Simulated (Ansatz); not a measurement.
**C2H6KN: a ladder of functionals and wavefunction methods**

Aim: compute C2H6KN with functionals from several rungs and with coupled cluster. The yardstick is the atomisation energy at the CCSD(T) limit.

Method: functionals in def2-TZVPP, the program's frozen cores in correlated methods; program: Ansatz 0.2.0, Gaussian basis.

Levels to be run: LDA (SPW92), PBE-D4, revPBE-D4, BLYP-D4, r2SCAN-D4, B97M-V, PBE0-D4, B3LYP-D4, r2SCANh-D4, r2SCAN0-D4, HSE06-D4, BHLYP-D4, CAM-B3LYP-D4, LC-ωPBE, ωB97X-V, ωB97M-V, B2PLYP, PBE-QIDH; CCSD(T)/def2-SVP; CCSD(T)/def2-TZVPP; MP2/def2-QZVPP; extrapolation to the limit; RPA on PBE.

## 1. The relaxed structure

All runs share one geometry, relaxed beforehand with PBE0-D4 in a triple-zeta def2 set.

SMILES `C[N](C)[K]`, 10 atoms, charge 0, spin multiplicity 1.

Atoms are counted from 1 here; the program's logs count them from 0.

Bond lengths: C1–N2 1.427 Å, C1–H5 1.114 Å, C1–H6 1.101 Å, C1–H7 1.114 Å, N2–C3 1.427 Å, N2–K4 2.409 Å, C3–H8 1.101 Å, C3–H9 1.114 Å, C3–H10 1.114 Å. Angles: N2–C1–H5 113.8°, N2–C1–H6 111.6°, N2–C1–H7 113.8°, H5–C1–H6 106.1°, H5–C1–H7 104.7°, H6–C1–H7 106.1°, C1–N2–C3 108.8°, C1–N2–K4 125.4°, C3–N2–K4 125.8°, N2–C3–H8 111.6°, N2–C3–H9 113.8°, N2–C3–H10 113.8°, H8–C3–H9 106.1°, H8–C3–H10 106.1°, H9–C3–H10 104.7°.

## 2. LDA

This LDA is Slater exchange with PW92 correlation.

in.yaml

```yaml
crystal:
  periodic: [false, false, false]
  atoms:
    - {symbol: C, position_ang: [-0.042728, 1.141516, -0.301912]}
    - {symbol: N, position_ang: [-0.539723, -0.171679, -0.049784]}
    - {symbol: C, position_ang: [0.547116, -1.005530, 0.348282]}
    - {symbol: K, position_ang: [-2.838134, -0.860751, -0.265715]}
    - {symbol: H, position_ang: [0.727950, 1.184695, -1.105726]}
    - {symbol: H, position_ang: [-0.847395, 1.826024, -0.613124]}
    - {symbol: H, position_ang: [0.442625, 1.616505, 0.581679]}
    - {symbol: H, position_ang: [0.213053, -2.034129, 0.555842]}
    - {symbol: H, position_ang: [1.067315, -0.657338, 1.270267]}
    - {symbol: H, position_ang: [1.353019, -1.090512, -0.416708]}
basis:
  gaussian: {orbitals: def2-TZVPP}
hamiltonian: {xc: lda}
output: {orbitals: {seedname: orbitals}}
```

After this run come: PBE-D4 (GGA); revPBE-D4 (GGA); BLYP-D4 (GGA); r2SCAN-D4 (meta-GGA); B97M-V (meta-GGA); PBE0-D4 (hybrid); B3LYP-D4 (hybrid); r2SCANh-D4 (hybrid); r2SCAN0-D4 (hybrid); HSE06-D4 (hybrid); BHLYP-D4 (hybrid); CAM-B3LYP-D4 (range-separated); LC-ωPBE-D4 (range-separated); ωB97X-V (range-separated); ωB97M-V (range-separated); B2PLYP (double hybrid); PBE-QIDH (double hybrid); CCSD(T) in def2-SVP; CCSD(T) in def2-TZVPP; MP2 in def2-QZVPP; RPA on PBE orbitals.

Q: Predict the results of all the runs planned. Wanted: atomisation energy, CCSD(T)/CBS; farthest beyond LDA; mean size of error, GGA; mean size of error, meta-GGA; mean size of error, hybrid; mean size of error, range-separated; mean size of error, double hybrid; gap, smallest and largest; T1 diagnostic.

As calculated:

| quantity | value |
| --- | --- |
| atomisation energy, CCSD(T)/CBS | 807.6 kcal/mol |
| functionals within 4.0 kcal/mol (0.5 %) | revPBE-D4, BLYP-D4, r2SCAN-D4, B97M-V, PBE0-D4, B3LYP-D4, HSE06-D4, CAM-B3LYP-D4, LC-ωPBE, ωB97X-V, ωB97M-V |
| farthest beyond LDA | BHLYP-D4 (-24.4 kcal/mol) |
| mean size of error, GGA | 6.4 kcal/mol |
| mean size of error, meta-GGA | 2.6 kcal/mol |
| mean size of error, hybrid | 8.2 kcal/mol |
| mean size of error, range-separated | 2.6 kcal/mol |
| mean size of error, double hybrid | 9.7 kcal/mol |
| gap, smallest and largest | 0.27 eV (revPBE-D4), 5.60 eV (LC-ωPBE) |
| T1 diagnostic | 0.0117 |
| triples share of the correlation energy | 3.4 % |

The LDA atomisation energy is off by 115.3 kcal/mol (14 %): it overbinds. PBE-D4 misses by +16.8 kcal/mol. Double hybrids carry the basis error of their MP2 part in triple zeta, and no dispersion term here, so their miss is partly the set-up's. The rungs meta-GGA, range-separated miss on average by less than the doubt on the reference (4.0 kcal/mol), so they tie. The reference freezes the cores and leaves out relativity and excitations past (T), so misses under about 4.0 kcal/mol can't be ranked. Hartree-Fock recovers 70 % of the binding; the rest is correlation. CCSD(T) in def2-SVP is off by -46.8 kcal/mol, which most functionals beat. Orbital gaps span 0.3 to 5.6 eV; exact exchange widens them. Correlated methods include outer-core shells of K, which these sets cover unevenly.
